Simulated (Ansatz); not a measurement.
# CH10OSiSn: the cost of one run

All numbers below are computed with Ansatz 0.2.0 (UKS B3LYP-D4/def2-SVP).

### Step 1. The structure to begin with

Bond lengths: Sn1–O2 2.402 Å, O2–C3 1.391 Å, Sn1–H4 1.718 Å, Sn1–H5 1.740 Å, Sn1–H6 1.771 Å, Sn1–Si8 2.922 Å, C3–H9 1.094 Å, C3–H10 1.090 Å, C3–H11 1.094 Å, Si8–H12 1.474 Å, Si8–H13 1.457 Å, Si8–H14 1.464 Å. Angles (14 of 23 angles, heavy atoms first): Sn1–O2–C3 149.2°, O2–Sn1–Si8 67.1°, O2–Sn1–H4 82.6°, O2–Sn1–H5 113.8°, O2–Sn1–H6 143.4°, H4–Sn1–Si8 146.9°, H5–Sn1–Si8 104.4°, H6–Sn1–Si8 98.4°, O2–C3–H9 111.4°, O2–C3–H10 106.0°, O2–C3–H11 111.5°, Sn1–Si8–H12 125.2°, Sn1–Si8–H13 94.9°, Sn1–Si8–H14 111.7°.

Coordinates:

```xyz
14

Sn   -0.9185    1.4403    0.3419
O    -0.2186   -0.5635   -0.7836
C    -0.3500   -1.4396   -1.8554
H    -2.2760    1.2875   -0.7004
H    -0.2108    2.8919   -0.3057
H    -1.7697    2.0428    1.7738
H     0.6358   -0.7238    0.1386
Si    1.2934    0.0926    1.6938
H    -0.7040   -2.4218   -1.5279
H    -1.0946   -0.9960   -2.5171
H     0.5904   -1.5462   -2.4043
H     2.5473   -0.3371    1.0495
H     1.6570    1.2419    2.5129
H     0.8181   -0.9688    2.5836
```

### Step 2. A restrained relaxation towards end A

Springs on the bonds that form and break draw the guess towards this end; the thresholds are loose.

The input, input.yaml:

```yaml
crystal:
  periodic: [false, false, false]
  atoms:
    - { symbol: Sn, position_ang: [-0.9185, 1.4403, 0.3419] }
    - { symbol: O, position_ang: [-0.2186, -0.5635, -0.7836] }
    - { symbol: C, position_ang: [-0.35, -1.4396, -1.8554] }
    - { symbol: H, position_ang: [-2.276, 1.2875, -0.7004] }
    - { symbol: H, position_ang: [-0.2108, 2.8919, -0.3057] }
    - { symbol: H, position_ang: [-1.7697, 2.0428, 1.7738] }
    - { symbol: H, position_ang: [0.6358, -0.7238, 0.1386] }
    - { symbol: Si, position_ang: [1.2934, 0.0926, 1.6938] }
    - { symbol: H, position_ang: [-0.704, -2.4218, -1.5279] }
    - { symbol: H, position_ang: [-1.0946, -0.996, -2.5171] }
    - { symbol: H, position_ang: [0.5904, -1.5462, -2.4043] }
    - { symbol: H, position_ang: [2.5473, -0.3371, 1.0495] }
    - { symbol: H, position_ang: [1.657, 1.2419, 2.5129] }
    - { symbol: H, position_ang: [0.8181, -0.9688, 2.5836] }
magnetization:
  spin_polarized: true
basis:
  gaussian: { orbitals: def2-SVP }
hamiltonian:
  xc: b3lyp
  dispersion: d4
relax:
  f_tol: 0.15
  max_steps: 25
  restrain:
    - { distance: [0, 7], at: 3.8, k: 30.0 }
    - { distance: [6, 1], at: 2.27, k: 30.0 }
    - { distance: [0, 1], at: 2.05, k: 30.0 }
    - { distance: [6, 7], at: 1.42, k: 30.0 }
output:
  orbitals: {}
```

Command:

```
$ ansatz run input.yaml --threads 4 --pin off --max-ram 5120MiB --backend cpu --events-out ev --progress --plain --runs-dir out
```

**Question.** How long does this run take on 4 threads of Arm Neoverse N1, shared host, and how much memory does it need?

About 96 s, with a peak of 0.45 GiB.
